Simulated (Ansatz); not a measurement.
# MnHg: the cost of one run

Program: Ansatz 0.2.0. Level of theory: DFT PBE, with the methods named in each step. These are calculated values, not measurements.

## (1) The system as given

It takes space group Pm-3m (No. 221, cubic). Conventional cell: a = 3.315 Å, b = 3.315 Å, c = 3.315 Å, α = 90.00°, β = 90.00°, γ = 90.00°. Mn (site symmetry m-3m) is surrounded by 8 Hg at 2.87 Å. Hg (site symmetry m-3m) is surrounded by 8 Mn at 2.87 Å.

Structure file:

```
CELL_PARAMETERS angstrom
0.00000 3.31500 3.31500
3.31500 0.00000 0.00000
0.00000 3.31500 -3.31500
ATOMIC_POSITIONS crystal
Mn 0.50000 0.50000 0.00000
Mn 0.00000 0.50000 0.50000
Hg 0.00000 0.00000 0.00000
Hg 0.50000 0.00000 0.50000
```

Elk's input and logs are in atomic units (hartree, bohr).

Atoms are numbered in the order of the input: Mn1, Mn2, Hg3, Hg4.

## (2) Collinear moments without spin-orbit coupling, PAW

Input file input.yaml:

```yaml
crystal:
  lattice:
    - [0.0, 3.315, 3.315]
    - [3.315, 0.0, 0.0]
    - [0.0, 3.315, -3.315]
  atoms:
    - { symbol: Mn, position: [0.5, 0.5, 0.0], spin: 4.0 }
    - { symbol: Mn, position: [0.0, 0.5, 0.5], spin: -4.0 }
    - { symbol: Hg, position: [0.0, 0.0, 0.0] }
    - { symbol: Hg, position: [0.5, 0.0, 0.5] }
magnetization:
  spin_polarized: true
kpoints:
  mp_grid: { grid: [7, 9, 7] }
scf:
  occupations: { method: fermi_dirac, width: 0.05 }
  lower_state_search: "off"
hamiltonian:
  xc: pbe
  pseudopotentials: { kind: paw }
output:
  forces: true
  stress: true
  eigenvalues: true
  write_density: true
  write_potential: true
  elf: true
  volumetric_format: npy
```

The run is started by

```
ansatz run input.yaml --threads 2 --pin off --max-ram 6144MiB --backend cpu --events-out ev --progress --plain --runs-dir out
```

What time and memory should one allow on 2 threads of Arm Neoverse V1, shared host?

About 10 s, with a peak of 0.51 GiB.
